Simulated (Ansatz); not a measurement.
# NdS: the cost of one run

Program: Ansatz 0.2.0. Level of theory: DFT LDA+U (U = 4 eV, J = 0.9 eV on Nd f), plane waves, PAW, no spin–orbit coupling unless a run says so. These are calculated values, not measurements.

**1. The structure to begin with**

Symmetry: F-43m, No. 216, cubic system. Conventional cell: a = 6.191 Å, b = 6.191 Å, c = 6.191 Å, α = 90.00°, β = 90.00°, γ = 90.00°. Nd (site symmetry -43m) has 4 S at 2.68 Å in its first shell of neighbours. S (site symmetry -43m) has 4 Nd at 2.68 Å in its first shell of neighbours.

As a file:

```cif
data_structure
_symmetry_space_group_name_H-M 'P 1'
_symmetry_Int_Tables_number 1
_cell_length_a 4.3775
_cell_length_b 4.3775
_cell_length_c 4.3775
_cell_angle_alpha 60.000
_cell_angle_beta 60.000
_cell_angle_gamma 60.000
_cell_volume 59.31
loop_
_atom_site_label
_atom_site_type_symbol
_atom_site_fract_x
_atom_site_fract_y
_atom_site_fract_z
_atom_site_occupancy
Nd1 Nd 0.00000 0.00000 0.00000 1
S1 S 0.25000 0.25000 0.25000 1
```

An earlier series on this cell reached its lowest free state from «ferromagnetic start, free, default search», perhaps among other starts.

**2. No spin polarisation**

input.yaml reads:

```yaml
crystal:
  lattice:
    - [0.0, 3.0953554, 3.0953554]
    - [3.0953554, 0.0, 3.0953554]
    - [3.0953554, 3.0953554, 0.0]
  atoms:
    - { symbol: Nd, position: [0.0, 0.0, 0.0] }
    - { symbol: S, position: [0.25, 0.25, 0.25] }
basis:
  ecutwfc: 420
  ecutrho_ratio: 4
kpoints:
  mp_grid: { grid: [5, 5, 5] }
hamiltonian:
  xc: lda
  hubbard: { sites: [{ site: 0, l: f, u: 4.0, j: 0.9 }] }
scf:
  occupations: { method: gaussian, width: 0.05 }
  lower_state_search: "off"
  max_iter: 150
output:
  forces: true
  stress: true
  eigenvalues: true
  populations: true
  hubbard: { sites: [{ site: 0, l: f }] }
```

Run with:

```bash
> ansatz run input.yaml --threads 2 --pin off --max-ram 3072MiB --backend cpu --events-out ev --progress --plain --runs-dir out
```

**Question.** How long does this run take on 2 threads of Intel Xeon Platinum 8488C (Sapphire Rapids), shared host, and how much memory does it need?

About 2 s, with a peak of 0.34 GiB.
